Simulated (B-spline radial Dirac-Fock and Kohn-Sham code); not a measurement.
# An X-ray data sheet for Lu, step by step

Aim: for atomic lutetium, compute its X-ray form factor and Compton profile, the binding energy of each subshell and how cheaper methods do for the levels.

The numbers are computed with B-spline radial Dirac-Fock and Kohn-Sham code (version 3): a free atom or ion on a radial basis; each step names its model.

### Step 1. The system

The Lu atom in the configuration 1s2 2s2 2p6 3s2 3p6 3d10 4s2 4p6 4d10 4f14 5s2 5p6 5d1 6s1 6p1 (not the ground configuration).

```
nuclear charge     : 71
electrons          : 71
mass number        : 175
nuclear rms radius : 5.37 fm
```

Outer shells as boxes (Hund's rule, for the drawing alone; heavy ions are jj-coupled, and the calculation averages over the configuration):

```
[Xe] core
4f [↑↓][↑↓][↑↓][↑↓][↑↓][↑↓][↑↓]
5d [↑ ][  ][  ][  ][  ]
6s [↑ ]
6p [↑ ][  ][  ]
```

### Step 2. X-ray scattering functions

Model: Dirac-Fock average of configuration, finite nucleus; form factor of the spherical density, Waller-Hartree incoherent function, impulse-approximation Compton profiles.

The run's settings:

```ini
task = scatter
Z = 71
charge = 0
configuration = 1s2 2s2 2p6 3s2 3p6 3d10 4s2 4p6 4d10 4f14 5s2 5p6 5d1 6s1 6p1
mass_number = 175
rms_radius = 5.37  # fm
s = [0.0, 0.04, 0.05, 0.07, 0.09, 0.11, 0.15, 0.19, 0.24, 0.3, 0.39, 0.5, 0.64, 0.82, 1.04, 1.33, 1.71, 2.18, 2.79, 3.57, 4.57, 5.84, 7.47]  # 1/A
pz = [0, 0.1, 0.2, 0.3, 0.4, 0.5, 0.6, 0.8, 1.0, 1.2, 1.4, 1.6, 1.8, 2.0, 2.5, 3.0, 4.0, 5.0, 7.0, 10.0, 15.0, 20.0, 30.0, 40.0, 60.0, 100.0]  # a.u.
photon_energy = [1000, 5000, 8047.8, 10000, 20000, 30000, 200000, 500000]  # eV
```

### Step 3. Core and valence levels

Model: Dirac-Fock average of configuration, Delta-SCF, finite nucleus, first-order Breit with its frequency dependence, self-energy and vacuum polarisation.

Settings, as recorded:

```ini
task = binding
```

### Step 4. The levels by non-relativistic HF

Model: non-relativistic Hartree-Fock, average of configuration, point nucleus.

Recorded inputs:

```ini
task = binding-ladder
method = hf
relativity = nr
```

(Steps that only read results are left out.)

Before running it: what results should come out? Wanted: rms radius of the electron cloud; form factor halves at; Compton profile at zero; deepest level listed, K; least bound, P2,3; Kα1; non-relativistic HF, 1s: eigenvalue / ΔSCF.

**Answer**, as computed:

```
                                  quantity                 value
          rms radius of the electron cloud             1.13 bohr
                     form factor halves at              0.63 1/Å
                   Compton profile at zero          10.96 1/a.u.
              deepest level listed, K (1s)            63318.4 eV
                    least bound, P2,3 (6p)               3.47 eV
                                       Kα1            54065.0 eV
non-relativistic HF, 1s: eigenvalue / ΔSCF  58988.1 / 58908.6 eV
```

f falls from 71 to half of that at s = 0.63 1/Å. Incoherent scattering outweighs coherent from 200 keV on, among the energies asked. For K (1s), relaxation takes off 88.2 eV, Breit terms shift it by -199.77 and QED by -104.34 eV. Non-relativistic HF misses the 1s level by -6.8 % with its eigenvalue and by -7.0 % with ΔSCF, as relativity is missing. The Hartree-Fock and Dirac-Fock values hold no electron correlation.
